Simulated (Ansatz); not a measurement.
# Sc3Cu2: one candidate of a structure search, part 2 of 2

Aim: relax a trial structure of Sc3Cu2 and see where it ends.

Ansatz 0.2.0; DFT PBE, scalar-relativistic, plane waves, PAW. The steps go on from the part before.

**4. Spin check on a coarse mesh**

input.yaml

```yaml
crystal:
  lattice:
    - [4.9038242278, 0.0, 0.0]
    - [0.0, 4.9038242278, 0.0]
    - [0.0, 0.0, 4.9038242278]
  atoms:
    - { symbol: Sc, position: [0.5, 0.0, 0.0], spin: 1.0 }
    - { symbol: Sc, position: [0.0, 0.5, 0.0], spin: 1.0 }
    - { symbol: Sc, position: [0.0, 0.0, 0.5], spin: 1.0 }
    - { symbol: Cu, position: [0.5, 0.5, 0.5] }
    - { symbol: Cu, position: [0.0, 0.0, 0.0] }
basis:
  ecutwfc: 420
kpoints:
  mp_grid: { grid: [4, 4, 4] }
hamiltonian:
  xc: pbe
scf:
  occupations: { method: gaussian, width: 0.1 }
  lower_state_search: "off"
output:
  forces: true
  stress: true
  eigenvalues: true
  populations: true
magnetization:
  spin_polarized: true
```

The run is started by

```console
ansatz run input.yaml --threads 1 --pin off --max-ram 2560MiB --backend cpu --events-out ev --progress --plain --runs-dir out
```

What it wrote (excerpt; [...] marks lines left out):

```text
[...]
SCF converged after 23 iterations
Magnetization: 0.6237 μB (35.8118 up, 35.1882 down)
Absolute magnetization: 0.6370 μB (∫|ρ↑−ρ↓|, with the PAW one-centre terms)
Spin contamination: 0.0045 ħ² per cell (⟨S²⟩ above its minimum at these occupations)
[...]
       -0.000000       0.025618       0.000000
        0.000000       0.000000       0.025618
  P = ⅓ Tr σ = 0.0256 GPa (0.256 kbar)
--- Band table (eV; the first three rows and the last of 20) ---
[...]
--- Löwdin populations: 5 sites ---
  site symbol       q [e]    m [muB]
     0     Sc     10.8404     0.1443
     1     Sc     10.8404     0.1443
     2     Sc     10.8404     0.1443
     3     Cu     18.9497    -0.0021
     4     Cu     18.7404     0.0037
  spilling = 0.011110 (of n_electrons = 71.000000)
```

Wall time 18 s (1 thread of Intel Xeon at 2.70GHz, shared host); peak memory 0.46 GiB.

Site by site:

```
atom  moment in the atom's sphere (μB)  Löwdin electrons
 Sc1                              0.06             10.84
 Sc2                              0.06             10.84
 Sc3                              0.06             10.84
 Cu4                              0.05             18.95
 Cu5                              0.02             18.74
```

The Löwdin counts miss 0.79 of the 71 electrons, which the atomic orbitals do not span, so they are no charges.

The same cell is solved with trial moments on Sc. The largest site moment that stays is 0.06 μB and the cell's total 0.62 μB. The workflow keeps spin only above 0.25 μB on a site, so the next run goes without spin, although a moment survived, so a magnetic state may lie a little lower.

**5. Relaxation on the finer mesh**

The end of the coarse run is made exact in the group found at a tolerance of 0.06 Å and reduced to its primitive cell.

input.yaml

```yaml
crystal:
  lattice:
    - [4.9038242278, 0.0, 0.0]
    - [0.0, 4.9038242278, 0.0]
    - [0.0, 0.0, 4.9038242278]
  atoms:
    - { symbol: Sc, position: [0.5, 0.0, 0.0] }
    - { symbol: Sc, position: [0.0, 0.5, 0.0] }
    - { symbol: Sc, position: [0.0, 0.0, 0.5] }
    - { symbol: Cu, position: [0.5, 0.5, 0.5] }
    - { symbol: Cu, position: [0.0, 0.0, 0.0] }
basis:
  ecutwfc: 420
kpoints:
  mp_grid: { grid: [8, 8, 8] }
hamiltonian:
  xc: pbe
scf:
  occupations: { method: gaussian, width: 0.1 }
output:
  forces: true
  stress: true
  eigenvalues: true
  write_density: true
  write_potential: true
  elf: true
  volumetric_format: npy
relax:
  adjacent_minimum: "off"
  f_tol: 0.01
  max_steps: 80
  cell: { stress_tol: 0.05 }
```

The run is started by

```console
ansatz run input.yaml --threads 1 --pin off --max-ram 2560MiB --backend cpu --events-out ev --progress --plain --runs-dir out
```

What it wrote:

```text
Warning: RAYON_NUM_THREADS=1 ignored (pool sized by the plan → 1); use --threads N
Engine: ansatz 0.2.0, x86_64-unknown-linux-gnu
Pseudopotentials: kind: paw
Pseudopotential: Sc, paw, valence charge 11, recommended cutoff 420 eV (normal), Sc.paw.azcp
Pseudopotential: Cu, paw, valence charge 19, recommended cutoff 420 eV (normal), Cu.paw.azcp
Functional definition: PBE
  parameter kappa = 0.804
  parameter beta = 0.06672455060314922
  exchange = pbe_x(kappa = kappa, mu = beta*pi^2/3)
  correlation = pbe_c(beta = beta)
Crystal: 5 atoms, lattice volume = 117.925 Å³
Basis set: ecut = 420 eV, 2325 PW (Γ), exchange–correlation on 72×72×72 points (8 copies of the dense FFT grid, shifted against one another)
Bands: 43, of which v1, the nominal top of the filled ones, is band 36 counted from 1 (35 counted from 0)
Symmetry: 48 space group operations
Space group: Pm-3m (ITA 221), of the structure as read, at distance tolerance 4.9e-5 Å
k-points: 35 of 512
Non-local potential: Sc, projectors of the file, l = 0: 3, l = 1: 2, l = 2: 3, l = 3: 1
Non-local potential: Cu, projectors of the file, l = 0: 3, l = 1: 2, l = 2: 3, l = 3: 1
PAW form: soft (Blöchl's): semilocal exchange-correlation on the pseudo side does not see the compensation charge
PAW one-centre angular grid: Sc, 590 points (default); XC on 64 Gauss nodes
PAW one-centre angular grid: Cu, 590 points (default); XC on 64 Gauss nodes
Initial density: superposition of atomic densities (neutral atoms: chi_scale 0, normalization atom), corrected by the library's trained network
Initial wavefunctions: pseudopotential atomic-orbital guess
Functional: x = pbe(κ = 0.804, μ = 0.2195149727645171), c = pbe(β = 0.06672455060314922)
SCF iter   1: F=—  HF=-19655.935750 eV  |F-HF|=—  |Δ(HF+E_count)|=         —  Δρ=8.01e-3  dr2=1.75e-1  ethr=1.77e-3  ⟨swp⟩=5.2  Hψ=5207  notcnv=0
preconditioner: auto → Kerker (q_TF=auto, 2.507 Å⁻¹)  [metal: Δε(μ)=0.028 eV  Ē_g=3.852 eV  σ=0.100 eV  W_gap=0.15  n_scr=26 (ndim 8)  ℏωp=19.0 eV  f_vac=0.000  D(μ)=9.65/eV (n_scr^D=122)]
SCF iter   2: F=—  HF=-19655.916631 eV  |F-HF|=—  |Δ(HF+E_count)|=   1.91e-2  Δρ=4.31e-3  dr2=6.50e-2  ethr=2.47e-4  ⟨swp⟩=1.1  Hψ=1788  notcnv=0
SCF iter   3: F=—  HF=-19655.908163 eV  |F-HF|=—  |Δ(HF+E_count)|=   8.47e-3  Δρ=3.54e-3  dr2=9.47e-3  ethr=9.16e-5  ⟨swp⟩=2.0  Hψ=2034  notcnv=0  defer=4
SCF iter   4: F=—  HF=-19655.906283 eV  |F-HF|=—  |Δ(HF+E_count)|=   1.88e-3  Δρ=7.04e-4  dr2=4.33e-4  ethr=1.33e-5  ⟨swp⟩=2.0  Hψ=2367  notcnv=0
SCF iter   5: F=—  HF=-19655.906293 eV  |F-HF|=—  |Δ(HF+E_count)|=   1.04e-5  Δρ=3.33e-4  dr2=1.44e-4  ethr=6.09e-7  ⟨swp⟩=2.0  Hψ=2344  notcnv=0
SCF iter   6: F=—  HF=-19655.906296 eV  |F-HF|=—  |Δ(HF+E_count)|=   3.05e-6  Δρ=3.36e-4  dr2=9.06e-5  ethr=2.02e-7  ⟨swp⟩=2.1  Hψ=2664  notcnv=0
SCF iter   7: F=—  HF=-19655.906224 eV  |F-HF|=—  |Δ(HF+E_count)|=   7.25e-5  Δρ=4.21e-5  dr2=3.18e-6  ethr=1.28e-7  ⟨swp⟩=2.0  Hψ=1937  notcnv=0  defer=1
SCF iter   8: F=—  HF=-19655.906224 eV  |F-HF|=—  |Δ(HF+E_count)|=   6.05e-7  Δρ=2.21e-5  dr2=9.05e-7  ethr=4.49e-9  ⟨swp⟩=2.0  Hψ=2010  notcnv=0  defer=1
SCF iter   9: F=-19655.906224 eV  HF=-19655.906224 eV  |F-HF|=4.48e-8  |Δ(HF+E_count)|=   4.96e-8  Δρ=5.97e-6  dr2=5.04e-8  ethr=1.41e-10  ⟨swp⟩=10.5  Hψ=9653  notcnv=0
SCF 1 converged in 9 iterations: F = -19655.906224 eV  dr2 = 5.04e-8
relax step   1: F+E_penalty+E_count = -19655.90622419 eV  Δ(F+E_penalty+E_count) = +0.000e0 eV  max|allowed force component| = 1.269e-29 eV/Å  Δτ_max = 0.0000 Å  P = +0.129 GPa  Ω = 117.925 Å³  (9 SCF iters, dr2 threshold 1.00e-7 eV, accepted)
Crystal: 5 atoms, lattice volume = 118.159 Å³
Initial density: handed on by an earlier stage of this run
Initial wavefunctions: those handed on with the density
iter 1 solved again at ethr=8.63e-7 eV; its pass at ethr=3.10e-3 eV (dr2=6.13e-4 eV) is discarded
SCF iter   1: F=—  HF=-19655.906425 eV  |F-HF|=—  |Δ(HF+E_count)|=         —  Δρ=7.48e-4  dr2=6.16e-4  ethr=8.63e-7  ⟨swp⟩=1.0  Hψ=5363  notcnv=0
preconditioner: auto → Kerker (q_TF=auto, 2.506 Å⁻¹)  [metal: Δε(μ)=0.001 eV  Ē_g=3.834 eV  σ=0.100 eV  W_gap=0.01  n_scr=26 (ndim 8)  ℏωp=19.0 eV  f_vac=0.000  D(μ)=11.52/eV (n_scr^D=146)]
SCF iter   2: F=—  HF=-19655.906361 eV  |F-HF|=—  |Δ(HF+E_count)|=   6.37e-5  Δρ=1.13e-4  dr2=3.30e-5  ethr=8.63e-7  ⟨swp⟩=2.0  Hψ=1916  notcnv=0
SCF iter   3: F=—  HF=-19655.906286 eV  |F-HF|=—  |Δ(HF+E_count)|=   7.52e-5  Δρ=1.03e-4  dr2=2.21e-5  ethr=4.64e-8  ⟨swp⟩=2.0  Hψ=2021  notcnv=0
SCF iter   4: F=—  HF=-19655.906283 eV  |F-HF|=—  |Δ(HF+E_count)|=   3.02e-6  Δρ=2.89e-5  dr2=8.67e-7  ethr=3.12e-8  ⟨swp⟩=2.0  Hψ=1959  notcnv=0
SCF iter   5: F=—  HF=-19655.906283 eV  |F-HF|=—  |Δ(HF+E_count)|=   4.36e-7  Δρ=2.69e-5  dr2=4.66e-7  ethr=1.22e-9  ⟨swp⟩=2.0  Hψ=2096  notcnv=0
SCF iter   6: F=-19655.906283 eV  HF=-19655.906283 eV  |F-HF|=4.63e-8  |Δ(HF+E_count)|=   1.01e-7  Δρ=5.79e-6  dr2=4.07e-8  ethr=5.90e-11  ⟨swp⟩=5.9  Hψ=8833  notcnv=0
SCF 2 converged in 6 iterations: F = -19655.906283 eV  dr2 = 4.07e-8
relax step   2: F+E_penalty+E_count = -19655.90628322 eV  Δ(F+E_penalty+E_count) = -5.903e-5 eV  max|allowed force component| = 1.137e-29 eV/Å  Δτ_max = 0.0000 Å  P = +0.020 GPa  Ω = 118.159 Å³  energy of the carried Pulay correction = -5.023e-5 eV  (6 SCF iters, dr2 threshold 4.19e-8 eV, accepted)
Initial wavefunctions: pseudopotential atomic-orbital guess (no wavefunctions were taken with the density)
iter 1 solved again at ethr=6.43e-7 eV; its pass at ethr=3.10e-3 eV (dr2=4.57e-4 eV) is discarded
SCF iter   1: F=—  HF=-19655.906399 eV  |F-HF|=—  |Δ(HF+E_count)|=         —  Δρ=6.80e-6  dr2=4.70e-8  ethr=6.43e-7  ⟨swp⟩=3.0  Hψ=8197  notcnv=0
eigensolver tolerance schedule: the retry pair's looser diagonalisation over-reported the residual by 9720.68 of it (diagonalisation noise at an unbounded share of the residual, at the tolerance the schedule requests for it); recorded, not acted on — ethr = c·dr2/N_el stays at c = 1.0e-1
preconditioner: auto → Kerker (q_TF=auto, 2.506 Å⁻¹)  [metal: Δε(μ)=0.002 eV  Ē_g=3.826 eV  σ=0.100 eV  W_gap=0.01  n_scr=26 (ndim 8)  ℏωp=19.0 eV  f_vac=0.000  D(μ)=11.50/eV (n_scr^D=146)]
SCF iter   2: F=—  HF=-19655.906341 eV  |F-HF|=—  |Δ(HF+E_count)|=   5.80e-5  Δρ=3.42e-6  dr2=1.55e-8  ethr=6.62e-11  ⟨swp⟩=3.0  Hψ=3501  notcnv=0
SCF iter   3: F=—  HF=-19655.906341 eV  |F-HF|=—  |Δ(HF+E_count)|=   1.56e-9  Δρ=1.70e-6  dr2=5.73e-9  ethr=2.18e-11  ⟨swp⟩=2.0  Hψ=1740  notcnv=0
SCF iter   4: F=—  HF=-19655.906341 eV  |F-HF|=—  |Δ(HF+E_count)|=   1.28e-9  Δρ=5.10e-7  dr2=1.55e-10  ethr=8.07e-12  ⟨swp⟩=2.0  Hψ=2037  notcnv=0
SCF iter   5: F=—  HF=-19655.906341 eV  |F-HF|=—  |Δ(HF+E_count)|=  2.69e-10  Δρ=5.71e-7  dr2=2.19e-10  ethr=1.00e-12  ⟨swp⟩=2.0  Hψ=2529  notcnv=0
SCF iter   6: F=—  HF=-19655.906341 eV  |F-HF|=—  |Δ(HF+E_count)|=  2.55e-11  Δρ=4.72e-7  dr2=2.18e-10  ethr=1.00e-12  ⟨swp⟩=2.0  Hψ=1924  notcnv=0
SCF iter   7: F=-19655.906341 eV  HF=-19655.906341 eV  |F-HF|=3.64e-12  |Δ(HF+E_count)|=  4.00e-11  Δρ=5.09e-8  dr2=3.33e-12  ethr=1.00e-12  ⟨swp⟩=4.1  Hψ=6345  notcnv=0
SCF 3 converged in 7 iterations: F = -19655.906341 eV  dr2 = 3.33e-12
relax step   3: F+E_penalty+E_count = -19655.90634132 eV  Δ(F+E_penalty+E_count) = -5.811e-5 eV  max|allowed force component| = 1.220e-29 eV/Å  Δτ_max = 0.0000 Å  P = +0.019 GPa  Ω = 118.159 Å³  stress off target by 1.95e-2 GPa  SCF on the basis re-selected at this cell (its energy is not comparable with the rows above)  (7 SCF iters)
basis re-selected at this cell: Δ(F+E_penalty+E_count) = -5.811e-5 eV, ΔP = -0.001 GPa vs the last step (what re-selecting the basis moved, of the pressure what is left beyond the Pulay correction that the steps carried, after the strain that the cell walked since its last selection, with what the two solves' SCF thresholds leave and, on support functions, any second-order correction that the steps lacked; it is no measure of the basis error at this ecutwfc). This SCF's stress stands 1.95e-2 GPa from its target on what of the cell is left free (relax.cell.stress_tol is 5.00e-2 GPa) and its largest allowed force component is 1.22e-29 eV/Å (relax.f_tol is 1.00e-2 eV/Å): within both
SCF converged after 7 iterations
Free energy (F): -19655.906341 eV
Harris-Foulkes:  -19655.906341 eV  (|F-HF|=3.64e-12)
Internal energy: -19655.848862 eV  (E = F + TS)
E sigma→0 (E₀):  -19655.877602 eV
Entropy (-TS):   -0.057479 eV (-11.496 meV/atom)
Fermi energy:    8.807272 eV
--- Per-component energies (eV) ---
  E_band       = -1574.677044
  E_kinetic    = 1378.342287
  E_local      = -14171.465765  (includes V_loc(G=0)·N_el)
  E_nonlocal   = 1021.626557
  E_hartree    = 6027.408841
  E_xc         = -489.285059
  E_vxc        = -614.655613  (∫ρ·V_xc dr)
  E_paw        = -6187.311231  (= ΣΔE_a)
  E_vpaw       = -1243.342665  (= ΣTr[D̂ρ^β])
  E_aug_tail   = 0.000640  (compensation charges beyond the density's cutoff)
  E_ewald      = -7235.165132
  E_smearing   = -0.057479  (= −TS)
  E_closure    = -0.000000  (closes the sum)
  Σ components = -19655.906341   (vs F -19655.906341, Δ=0.00e0)
--- Forces (eV/Å), atoms counted from 1 ---
  atom   1  Sc     0.00000000    -0.00000000    -0.00000000
  atom   2  Sc     0.00000000     0.00000000    -0.00000000
  atom   3  Sc    -0.00000000    -0.00000000    -0.00000000
  atom   4  Cu     0.00000000     0.00000000    -0.00000000
  atom   5  Cu     0.00000000     0.00000000    -0.00000000
  max |Σ_I F_I| component: 2.31e-29 eV/Å
--- Stress (GPa, compression-positive) ---
        0.019488      -0.000000      -0.000000
       -0.000000       0.019488       0.000000
       -0.000000       0.000000       0.019488
  P = ⅓ Tr σ = 0.0195 GPa (0.195 kbar)
--- Band table (eV; the first three rows and the last of 35) ---
  k-point 0: bands = ["-105.3223", "-103.1910", "-62.6685", "-62.6685", "-62.6685", "-60.5730", "-60.5730", "-60.5730", "-41.2150", "-41.1874", "-41.1874", "-19.9025", "-19.9025", "-19.9025", "-19.8470", "-19.8470", "-19.8470", "-19.7014", "-19.7014", "-19.7014", "2.7276", "4.1563", "4.1563", "4.2611", "4.2611", "4.2611", "5.7555", "6.4548", "6.4548", "6.6294", "6.6294", "6.6294", "8.8182", "8.8182", "9.3201", "9.3201", "9.3201", "9.3749", "9.3749", "9.3749", "10.7935", "10.7935", "10.7935"]
  k-point 1: bands = ["-105.3223", "-103.1910", "-62.6685", "-62.6685", "-62.6685", "-60.5730", "-60.5730", "-60.5730", "-41.2140", "-41.1882", "-41.1873", "-19.8997", "-19.8997", "-19.8990", "-19.8479", "-19.8479", "-19.8472", "-19.7078", "-19.7033", "-19.7033", "2.8318", "4.1580", "4.1935", "4.2640", "4.2806", "4.2806", "5.7728", "6.4678", "6.4697", "6.6285", "6.6285", "6.6305", "8.4298", "8.8873", "9.2238", "9.2238", "9.3400", "9.3400", "9.3944", "9.4350", "10.7495", "10.8438", "10.8438"]
  k-point 2: bands = ["-105.3223", "-103.1910", "-62.6686", "-62.6685", "-62.6685", "-60.5730", "-60.5730", "-60.5730", "-41.2113", "-41.1904", "-41.1873", "-19.8924", "-19.8924", "-19.8896", "-19.8508", "-19.8508", "-19.8478", "-19.7243", "-19.7080", "-19.7080", "3.1185", "4.1619", "4.2712", "4.2970", "4.3290", "4.3290", "5.7273", "6.5049", "6.5371", "6.6251", "6.6251", "6.6333", "7.8307", "9.0470", "9.0470", "9.0875", "9.2346", "9.2346", "9.4468", "9.4686", "10.6383", "10.7453", "10.8674"]
  k-point 34: bands = ["-105.3223", "-103.1910", "-62.6686", "-62.6686", "-62.6686", "-60.5730", "-60.5730", "-60.5730", "-41.1953", "-41.1953", "-41.1953", "-19.9210", "-19.9210", "-19.9210", "-19.8896", "-19.7994", "-19.7994", "-19.7994", "-19.6815", "-19.6815", "4.5317", "4.5317", "4.5317", "4.6602", "4.6602", "6.1318", "6.1668", "6.1668", "6.1668", "6.3129", "6.7253", "6.7253", "7.2263", "7.2263", "7.2263", "8.8090", "8.8090", "8.8090", "9.8552", "9.8552", "9.8552", "10.3103", "10.3103"]
--- Relaxed structure (2 steps of the walk, 2 accepted, 1 SCFs on fresh bases) ---
  F+E_penalty+E_count = -19655.90634132 eV   max|allowed force component| = 1.220e-29 eV/Å   (the final SCF, on the basis selected at the relaxed cell)
  cell:  # Å, volume = 118.1590 Å³
    - [4.907069521808586, -1.6049416203226965e-35, -2.8086478355647186e-35]
    - [0.0, 4.907069521808586, 4.012354050806741e-36]
    - [-2.8086478355647186e-35, 4.012354050806741e-36, 4.907069521808586]
  atoms:
    - { symbol: Sc, position: [0.5, -1.4574351202236827e-37, 3.835355579536039e-38] }
    - { symbol: Sc, position: [1.2273137854515234e-37, 0.5, 1.2784518598453351e-38] }
    - { symbol: Sc, position: [5.3183597369566035e-37, -1.7131254921927518e-37, 0.5] }
    - { symbol: Cu, position: [0.5, 0.5, 0.5] }
    - { symbol: Cu, position: [-1.8409706781772851e-37, -3.068284463628809e-38, -1.2784518598453372e-38] }
```

It took 52 s on 1 thread of Intel Xeon at 2.70GHz, shared host; peak memory 0.5 GiB.

Step by step:

```csv
step,energy from step 1 (eV/cell),largest force component (eV/Å),pressure (GPa),volume (Å³)
1,0.0000,0.0000,0.13,117.92
2,-0.0001,0.0000,0.02,118.16
3,-0.0001,0.0000,0.02,118.16
```

Step 1 is the start. Step 3 repeats the geometry before it on a plane-wave basis chosen anew for that cell, so its energy need not be comparable with the rows above.

|  | before | after | change |
| --- | --- | --- | --- |
| a (Å) | 4.904 | 4.907 | +0.1 % |
| b (Å) | 4.904 | 4.907 | +0.1 % |
| c (Å) | 4.904 | 4.907 | +0.1 % |
| volume (Å³/atom) | 23.58 | 23.63 | +0.2 % |
| shortest distance (Å) | 2.452 | 2.454 | +0.1 % |
| space group (0.01 Å) | Pm-3m | Pm-3m | same |

The run keeps the 48 symmetry operations of the start, so it could not have lowered the symmetry.

Density in a lattice plane of the grid's cell (edges 4.91 and 4.91 Å, at 1.000 of the third edge), which holds Sc and Cu.

Ten even steps from '0' (0.05 e/Å³) to '9' (69.62 e/Å³):
```
531000000000000000000013
110000000000000000000001
000000000000000000000000
000000000000000000000000
000000000000000000000000
000000000000000000000000
000000000000000000000000
000000000000000000000000
000000000000000000000000
110000000000000000000001
000000000000000000000000
000000000000000000000000
000000000000000000000000
000000000000000000000000
000000000000000000000000
000000000000000000000000
000000000000000000000000
110000000000000000000001
531000000000000000000013
962000000001110000000026
```
Columns run along the first of these edges and rows up along the second, over one cell in 24 and 20 even steps from the bottom left corner. Atoms in the plane (fractional): Sc at (0.50, 0.00), Sc at (0.00, 0.50), Cu at (1.00, 1.00).

ELF in the same plane.

Values, 12 rows by 12 columns:
```
0.51 0.27 0.23 0.24 0.31 0.72 0.62 0.72 0.31 0.24 0.23 0.27
0.23 0.23 0.36 0.39 0.12 0.37 0.57 0.37 0.12 0.39 0.36 0.23
0.20 0.24 0.39 0.43 0.19 0.07 0.05 0.07 0.19 0.43 0.39 0.24
0.45 0.31 0.12 0.19 0.27 0.21 0.18 0.21 0.27 0.19 0.12 0.31
0.56 0.72 0.37 0.07 0.21 0.33 0.35 0.33 0.21 0.07 0.37 0.72
0.04 0.62 0.57 0.05 0.18 0.35 0.38 0.35 0.18 0.05 0.57 0.62
0.56 0.72 0.37 0.07 0.21 0.33 0.35 0.33 0.21 0.07 0.37 0.72
0.45 0.31 0.12 0.19 0.27 0.21 0.18 0.21 0.27 0.19 0.12 0.31
0.20 0.24 0.39 0.43 0.19 0.07 0.05 0.07 0.19 0.43 0.39 0.24
0.23 0.23 0.36 0.39 0.12 0.37 0.57 0.37 0.12 0.39 0.36 0.23
0.51 0.27 0.23 0.24 0.31 0.72 0.62 0.72 0.31 0.24 0.23 0.27
0.94 0.51 0.23 0.20 0.45 0.56 0.04 0.56 0.45 0.20 0.23 0.51
```
Columns run along the first of these edges and rows up along the second, over one cell in 12 and 12 even steps from the bottom left corner. Atoms in the plane (fractional): Sc at (0.50, 0.00), Sc at (0.00, 0.50), Cu at (1.00, 1.00).

Both are smooth fields of the valence electrons: close to the nuclei they are not physical.

The highest ELF values outside the cores: 0.59 beside Cu, off the lines to its neighbours, 1.6 Å from Cu.

**6. Changed: dispersion d3bj, dr2_threshold 1.0e-06**

input.yaml: that of step 5 with these lines changed.

```diff
@@ -17,12 +17,10 @@
   xc: pbe
+  dispersion: d3bj
 scf:
   occupations: { method: gaussian, width: 0.1 }
+  convergence: { dr2_threshold: 1.0e-06 }
 output:
   forces: true
+  eigenvalues: true
   stress: true
-  eigenvalues: true
-  write_density: true
-  write_potential: true
-  elf: true
-  volumetric_format: npy
 relax:
```

The run is started by

```console
ansatz run input.yaml --threads 1 --pin off --max-ram 2560MiB --backend cpu --events-out ev --progress --plain --runs-dir out
```

What it wrote (excerpt; [...] marks lines left out):

```text
Warning: scf.convergence.dr2_threshold = 1e-6 eV is looser than this run's default, which is 1e-7 eV or tighter. The error in the forces grows as the threshold's square root, so leave the key out unless less accurate forces are enough
Warning: relax.cell: scf.convergence.dr2_threshold = 1e-6 eV is looser than the 5e-10 eV advised for a relaxation that steers and ends on the stress (1e-10 eV for each atom of the cell: 5). What an SCF threshold leaves in a stress goes as its square root, and in the free energy as the [...]
Warning: RAYON_NUM_THREADS=1 ignored (pool sized by the plan → 1); use --threads N
[...]
Pseudopotentials: kind: paw
[...]
  F+E_penalty+E_count = -19657.71565048 eV   max|allowed force component| = 6.916e-30 eV/Å   (the final SCF, on the basis selected at the relaxed cell)
  cell:  # Å, volume = 112.9152 Å³
    - [4.833377758794009, -1.4444474582904267e-34, 6.419766481290786e-34]
    - [-1.6049416203226973e-35, 4.833377758794009, -3.209883240645393e-35]
    - [5.135813185032629e-34, -3.209883240645393e-35, 4.833377758794009]
  atoms:
    - { symbol: Sc, position: [0.5, 4.091045951423981e-37, 1.1045824069054886e-36] }
    - { symbol: Sc, position: [2.290985732902674e-36, 0.5, 6.954778117549697e-37] }
    - { symbol: Sc, position: [-2.6182694089034213e-36, 8.182091902943924e-37, 0.5] }
    - { symbol: Cu, position: [0.5, 0.5, 0.5] }
    - { symbol: Cu, position: [-1.6364183800781446e-37, 2.8637321660547448e-36, -3.2728367612278745e-37] }
```

It took 69 s on 1 thread of Intel Xeon at 2.70GHz, shared host; peak memory 0.5 GiB.

```
    run     ending                                     energy change  pressure (GPa)  gap (eV)  force (eV/Å)  cycles  time
 step 5  converged                                                 0             0.0      0.00          0.00       -  52 s
variant  converged  -361.9 meV/atom (offset of the dispersion model)             0.0      0.00          0.00       -  69 s
```

Changing the dispersion term and convergence setting moves the energy by -361.9 meV/atom, and the final volume goes from 118.16 to 112.92 Å³. The dispersion term adds attraction between atoms.

**7. Outcome**

The summary covers parts 1 to 2. Changes of volume or cell count from the first structure of part 1.

```
                              quantity                                                                      value
symmetry at the end (tolerance 0.05 Å)                                                space group Pm-3m (No. 221)
                     conventional cell  a = 4.907 Å, b = 4.907 Å, c = 4.907 Å, α = 90.00°, β = 90.00°, γ = 90.00°
                                volume                                                              23.63 Å³/atom
              energy over the elements                                                              +0.38 eV/atom
                       gap on the mesh                                                               none (metal)
```

In words: The space group Pm-3m (No. 221) is kept, and the volume per atom grows by 26.9 % from the first guess. With a positive formation energy it can't be a ground state. No finished test with a distortion of lower symmetry is shown, so the end may be a saddle point. Other magnetic orders were not searched.
